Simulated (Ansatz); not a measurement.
# Cs2AgBiBr6: further runs on the relaxed cell

An exercise on one series of results from a longer session: the logs are not shown, and one member is left open.

Computed with Ansatz 0.2.0 (DFT PBE and r²SCAN (the runs whose input is shown use r²SCAN), scalar-relativistic, plane waves, PAW).

1 further run of the same task is left out (set aside as unsound or not needed).

### The structure to begin with

It takes space group Fm-3m (No. 225, cubic). The conventional cell has a = 11.484 Å, b = 11.484 Å, c = 11.484 Å, α = 90.00°, β = 90.00°, γ = 90.00°. Around Cs (site symmetry -43m) lie 12 Br at 4.06 Å. Ag (site symmetry m-3m) has 6 Br at 2.86 Å as nearest neighbours. Around Bi (site symmetry m-3m) lie 6 Br at 2.89 Å. Br (site symmetry 4mm) is surrounded by 1 Ag at 2.86 Å and 1 Bi at 2.89 Å and 4 Cs at 4.06 Å.

Structure file:

```
Cs Ag Bi Br
1.0
     0.00000    5.74201    5.74201
     5.74201    0.00000    5.74201
     5.74201    5.74201    0.00000
Cs Ag Bi Br
2 1 1 6
Direct
  0.25000 0.25000 0.25000
  0.75000 0.75000 0.75000
  0.50000 0.50000 0.50000
  0.00000 0.00000 0.00000
  0.25131 0.74869 0.25131
  0.25131 0.74869 0.74869
  0.74869 0.25131 0.74869
  0.74869 0.25131 0.25131
  0.25131 0.25131 0.74869
  0.74869 0.74869 0.25131
```

It is the result of an earlier relaxation at this level (volume 37.86 Å³/atom; gap on the mesh: 1.33 eV).

Set-up of the first run:

input.yaml

```yaml
crystal:
  lattice:
    - [0.0, 5.7420113531, 5.7420113531]
    - [5.7420113531, 0.0, 5.7420113531]
    - [5.7420113531, 5.7420113531, 0.0]
  atoms:
    - { symbol: Cs, position: [0.25, 0.25, 0.25] }
    - { symbol: Cs, position: [0.75, 0.75, 0.75] }
    - { symbol: Ag, position: [0.5, 0.5, 0.5] }
    - { symbol: Bi, position: [0.0, 0.0, 0.0] }
    - { symbol: Br, position: [0.2513063765, 0.7486936235, 0.2513063765] }
    - { symbol: Br, position: [0.2513063765, 0.7486936235, 0.7486936235] }
    - { symbol: Br, position: [0.7486936235, 0.2513063765, 0.7486936235] }
    - { symbol: Br, position: [0.7486936235, 0.2513063765, 0.2513063765] }
    - { symbol: Br, position: [0.2513063765, 0.2513063765, 0.7486936235] }
    - { symbol: Br, position: [0.7486936235, 0.7486936235, 0.2513063765] }
basis:
  ecutwfc: 500
kpoints:
  mp_grid: { grid: [4, 4, 4] }
  band_path:
    path:
      - [[0.0, 0.0, 0.0], [0.5, 0.0, 0.5], [0.625, 0.25, 0.625]]
      - [[0.375, 0.375, 0.75], [0.0, 0.0, 0.0], [0.5, 0.5, 0.5], [0.5, 0.25, 0.75], [0.5, 0.0, 0.5]]
    npoints: 14
hamiltonian:
  xc: r2scan
scf:
  occupations: { method: gaussian, width: 0.02 }
  n_extra_bands: 25
output:
  forces: true
  stress: true
  eigenvalues: true
  populations: true
  dos: { projected: true, de: 0.02, nscf_kmesh: { grid: [6, 6, 6] } }
  bader: true
  write_density: true
  write_potential: true
  elf: true
  volumetric_format: npy
```

Command:

```
$ ansatz run input.yaml --threads 2 --pin off --max-ram 5120MiB --backend cpu --events-out ev --progress --plain --runs-dir out
```

Among the steps run: The same geometry with r2SCAN; The same geometry with PBE with spin-orbit coupling; Level of theory: LDA.

One table of the session follows, with a row left open; its other results are not shown here.

```
                       level  gap (eV)  pressure (GPa)
                         PBE      1.33             0.0
                      r2SCAN      1.72            -0.9
PBE with spin-orbit coupling         ?               ?
                         LDA      1.16            -2.9
```

Estimate the missing values for PBE with spin-orbit coupling.

**Answer.** gap (eV): 1.09; pressure (GPa): 0.1. In the column «gap (eV)» it is the lowest.

All at the geometry relaxed with the first.
